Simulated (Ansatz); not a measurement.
This session for a relaxation of cell and ions of InSe, space group P6_3/mmc with the Ansatz DFT code, driven from Python holds a mistake.

The script reads `inse.vasp`:
```text
InSe
1.0
   4.05000000    0.00000000    0.00000000
  -2.02500000    3.50740289    0.00000000
   0.00000000    0.00000000   16.93000000
In Se
4 4
Direct
   0.33333333    0.66666667    0.15700000
   0.66666667    0.33333333    0.65700000
   0.33333333    0.66666667    0.34300000
   0.66666667    0.33333333    0.84300000
   0.33333333    0.66666667    0.60200000
   0.66666667    0.33333333    0.10200000
   0.33333333    0.66666667    0.89800000
   0.66666667    0.33333333    0.39800000
```

The cells in order, each with its output:

In [1]:
```python
import ansatz as az
from ase import Atoms
from ase.io import read
from ase.io import write
import numpy as np
```

In [2]:
```python
XC = "PBE"
KMESH = (6, 6, 1)
FORCE_TOL = -0.01
```

In [3]:
```python
def edges_and_angles(cell):
    cell = np.asarray(cell)
    a, b, c = np.linalg.norm(cell, axis=1)
    cosines = cell[1] @ cell[2] / (b * c), cell[0] @ cell[2] / (a * c), cell[0] @ cell[1] / (a * b)
    return (a, b, c, *np.degrees(np.arccos(cosines)))
```

In [4]:
```python
atoms = read("inse.vasp", format="vasp")
structure = az.Crystal.from_ase(atoms)

structure.resolved().tree()["lattice"]
```
Out [4]:
```text
((4.05, 0.0, 0.0), (-2.025, 3.50740289, 0.0), (0.0, 0.0, 16.93))
```

In [5]:
```python
# part of the cell is held
base = (
    structure.calculation()
    .basis(34 * az.Ry)
    .functional(XC)
    .occupations(az.OccupationsMethod.FIXED)
    .kpoints(mesh=KMESH)
    .relax(max_steps=30, force_tolerance=FORCE_TOL, fix_cell=["a", "angles"])
)
steps = []
```

In [6]:
```python
def follow(event):
    if event["event"] != "relax_step":
        return
    row = event["data"]
    steps.append(row)
    print(f"step {row['step']:3d}  E = {row['lagrangian_ev']:.5f} eV  largest force component = {row['allowed_force_max_ev_ang']:.4f} eV/A  P = {row['pressure_gpa']:.3f} GPa")
```

In [7]:
```python
done = base.session().plan(threads=1).execute(on_event=follow)
rep = done.report
```
```text
Traceback (most recent call last):
  File "<cell 7>", line 1, in <module>
    done = base.session().plan(threads=1).execute(on_event=follow)
           ~~~~~~~~~~~~^^
  ...
ansatz.RefusalError: invalid value for `relax.f_tol`: must be finite and > 0; got -0.01 eV/Å
```

Find the fault and give the corrected session.

The fault: force tolerance negative. Mended:

```diff
--- before
+++ after
@@
 KMESH = (6, 6, 1)
-FORCE_TOL = -0.01
 
@@
     .kpoints(mesh=KMESH)
-    .relax(max_steps=30, force_tolerance=FORCE_TOL, fix_cell=["a", "angles"])
+    .relax(max_steps=30, fix_cell=["a", "angles"])
 )
```

The cells in order, each with its output:

(earlier cells as before)

```python
XC = "PBE"
KMESH = (6, 6, 1)
```

```python
def edges_and_angles(cell):
    cell = np.asarray(cell)
    a, b, c = np.linalg.norm(cell, axis=1)
    cosines = cell[1] @ cell[2] / (b * c), cell[0] @ cell[2] / (a * c), cell[0] @ cell[1] / (a * b)
    return (a, b, c, *np.degrees(np.arccos(cosines)))
```

```python
atoms = read("inse.vasp", format="vasp")
structure = az.Crystal.from_ase(atoms)

structure.resolved().tree()["lattice"]
```

    ((4.05, 0.0, 0.0), (-2.025, 3.50740289, 0.0), (0.0, 0.0, 16.93))

```python
# part of the cell is held
base = (
    structure.calculation()
    .basis(34 * az.Ry)
    .functional(XC)
    .occupations(az.OccupationsMethod.FIXED)
    .kpoints(mesh=KMESH)
    .relax(max_steps=30, fix_cell=["a", "angles"])
)
steps = []
```

```python
def follow(event):
    if event["event"] != "relax_step":
        return
    row = event["data"]
    steps.append(row)
    print(f"step {row['step']:3d}  E = {row['lagrangian_ev']:.5f} eV  largest force component = {row['allowed_force_max_ev_ang']:.4f} eV/A  P = {row['pressure_gpa']:.3f} GPa")
```

```python
done = base.session().plan(threads=1).execute(on_event=follow)
rep = done.report
```

    DeckWarning: crystal.symmetry: narrowed to the stabiliser of the fixed cell quantities (relax.cell.fix) — unitary ops 24 → 4. The narrowing is safe, since a smaller group never makes results wrong: the run goes on under it, on as many k-points as the starting group would need, or more. Excluded: 20 operations that would move a fixed cell quantity at a test strain (relax.cell.fix fixes a, alpha, beta, gamma). The cell can leave their symmetry as it relaxes.
    step   1  E = -44269.95978 eV  largest force component = 2.8835 eV/A  P = 7.629 GPa
    step   2  E = -44271.76210 eV  largest force component = 0.2677 eV/A  P = 1.894 GPa
    step   3  E = -44271.85017 eV  largest force component = 0.1176 eV/A  P = 0.205 GPa
    step   4  E = -44271.87076 eV  largest force component = 0.0606 eV/A  P = 0.130 GPa
    step   5  E = -44271.87814 eV  largest force component = 0.0163 eV/A  P = 0.168 GPa
    step   6  E = -44271.88187 eV  largest force component = 0.0296 eV/A  P = 0.227 GPa
    step   7  E = -44271.88228 eV  largest force component = 0.0267 eV/A  P = 0.229 GPa
    step   8  E = -44271.88240 eV  largest force component = 0.0007 eV/A  P = 0.187 GPa
    step   9  E = -44271.88232 eV  largest force component = 0.0015 eV/A  P = 0.182 GPa
    step  10  E = -44271.88697 eV  largest force component = 0.0013 eV/A  P = 0.182 GPa

```python
rep["n_electrons"]
```

    116.0

```python
type(done).__name__, type(rep).__name__
```

    ('RunOutcome', 'dict')

```python
first, last = steps[0], steps[-1]
symbols = [site.symbol for site in done.lattice.sites]
print(f"energy gained {first['lagrangian_ev'] - last['lagrangian_ev']:.4f} eV in {len(steps) - 1} steps")
for label, vectors in (("before", first["cell_ang"]), ("after", done.lattice.cell_ang)):
    print(label, "a b c (A) {:.4f} {:.4f} {:.4f}  angles {:.2f} {:.2f} {:.2f}".format(*edges_and_angles(vectors)), f" V = {abs(np.linalg.det(vectors)):.3f} A^3")
print("final stress xx yy zz (GPa, compression positive):", np.round(np.diag(rep["stress_gpa"]), 3) + 0.0)
```

    energy gained 1.9272 eV in 9 steps
    before a b c (A) 4.0500 4.0500 16.9300  angles 90.00 90.00 120.00  V = 240.490 A^3
    after a b c (A) 4.0500 4.0924 19.0493  angles 90.00 90.00 120.00  V = 273.426 A^3
    final stress xx yy zz (GPa, compression positive): [0.47  0.066 0.01 ]

```python
print("relaxed fractional positions")
for site in done.lattice.sites:
    print(f"  {site.symbol:2s}", " ".join(f"{v % 1:8.5f}" for v in np.round(site.position_frac, 5)))
```

    relaxed fractional positions
      In  0.32902  0.66258  0.17589
      In  0.67098  0.33742  0.67589
      In  0.32902  0.66258  0.32411
      In  0.67098  0.33742  0.82411
      Se  0.34010  0.67317  0.60861
      Se  0.65990  0.32683  0.10861
      Se  0.34010  0.67317  0.89139
      Se  0.65990  0.32683  0.39139

```python
relaxed = Atoms(symbols, positions=[site.position_ang for site in done.lattice.sites], cell=done.lattice.cell_ang, pbc=True)
write("relaxed.extxyz", relaxed, format="extxyz")
```

```python
print("atom   start x y z (A)              end x y z (A)")
for symbol, a, b in zip(symbols, first["positions_ang"], last["positions_ang"]):
    print(f"{symbol:3s}", " ".join(f"{v:8.4f}" for v in a), "  ", " ".join(f"{v:8.4f}" for v in b))
```

    atom   start x y z (A)              end x y z (A)
    In    0.0000   2.3383   2.6580     -0.0162   2.3483   3.3505
    In    2.0250   1.1691  11.1230      2.0307   1.1897  12.8752
    In    0.0000   2.3383   5.8070     -0.0162   2.3483   6.1741
    In    2.0250   1.1691  14.2720      2.0307   1.1897  15.6987
    Se    0.0000   2.3383  10.1919      0.0071   2.3858  11.5935
    Se    2.0250   1.1691   1.7269      2.0073   1.1523   2.0689
    Se    0.0000   2.3383  15.2031      0.0071   2.3858  16.9804
    Se    2.0250   1.1691   6.7381      2.0073   1.1523   7.4557

```python
print(f"free energy      {rep['free_energy_ev']:.5f} eV")
print(f"per atom         {rep['free_energy_ev'] / len(done.lattice.sites):.5f} eV")
print(f"SCF iterations   {rep['n_iterations']}  (converged: {rep['converged']})")
```

    free energy      -44271.88697 eV
    per atom         -5533.98587 eV
    SCF iterations   9  (converged: True)

File `relaxed.extxyz` afterwards:
```text
8
Lattice="4.049981711385909 -0.012172070211316393 3.092095216406575e-127 -2.0355321777126023 3.550244071368915 4.958632311709249e-128 1.2925721476269156e-126 9.85616754556374e-127 19.049253807140335" Properties=species:S:1:pos:R:3 pbc="T T T"
In      -0.01620455       2.34832738       3.35054181
In       2.03065408       1.18974462      12.87516872
In      -0.01620455       2.34832738       6.17408509
In       2.03065408       1.18974462      15.69871199
Se       0.00713642       2.38579376      11.59352180
Se       2.00731312       1.15227824       2.06889490
Se       0.00713642       2.38579376      16.98035891
Se       2.00731312       1.15227824       7.45573201
```

Caveats:
- Total energies depend on the potentials; only differences at equal settings carry meaning.
- Part of the cell is held or a pressure is applied, so the end point needn't be the zero-pressure lattice.
- With fixed filling the reported Fermi level is the top filled level among the k-points of the SCF.
- Energies along a relaxation are free energies. Rows at an unchanged volume are solved on a plane-wave basis chosen afresh for that cell, so the energy jumps there and such rows are no steps of the walk.
- The structure is layered, and without a dispersion term the spacing of the layers is poorly determined.
- The cell relaxed to the group P2_1/m; tensors and edges are in the axes of the typed cell.
- The starting cell is as deposited in a crystallographic database; the results hold for this polymorph, which needn't be the stable one.
- Warnings are shown shortened and without file and line.
- Run time: 3.3 min on 1 thread of Arm Neoverse V1 (shared host), peak memory 0.81 GiB.
